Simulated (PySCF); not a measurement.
# C5H11NSi2: the cost of one run

Computed with PySCF 2.14.0 and routines of our own; the level stands in each step. Atoms count from 0.

### Step 1. The starting structure

19 atoms, charge 0, multiplicity 1; geometry from: GFN2-xTB.

### Step 2. Circular dichroism and optical rotation: TDDFT CAM-B3LYP/def2-SVPD

The job: settings as JSON, then the geometry in Å.

```
{"job": {"kind": "ecd", "xc": "CAM-B3LYP", "basis": "def2-SVPD", "nstates": 16}, "charge": 0, "multiplicity": 1}
C      3.635382     0.883099     0.420194
C      2.651154     0.705988    -0.247321
Si     1.131317     0.417692    -1.273537
C      0.514173    -1.376341    -1.144874
C     -0.506165    -1.474899    -0.005881
Si    -1.515033     0.137078     0.038254
C     -2.101127     0.671889     1.758638
N     -0.260897     1.173077    -0.568828
H      4.497346     1.038087     1.004439
H      1.366443     0.899084    -2.639722
H      1.323270    -2.093320    -1.001703
H      0.025991    -1.643713    -2.083235
H     -1.124867    -2.365064    -0.125003
H      0.029625    -1.593253     0.937830
H     -2.657028     0.103678    -0.896346
H     -2.542862     1.662208     1.721990
H     -2.856636    -0.008115     2.137232
H     -1.285925     0.698647     2.474732
H     -0.333965     2.173427    -0.514320
```

Level: TDDFT CAM-B3LYP/def2-SVPD circular dichroism and optical rotation, one conformer, gas phase.

On the command line:

```console
$ OMP_NUM_THREADS=1 python excited_run.py task.json out
```

One launch serves the whole session: the jobs run in the order shown.

Q: Estimate the wall time and peak memory of this job on 1 thread of Arm Neoverse V1, shared host.

About 3.1 min, with a peak of 1.2 GiB.
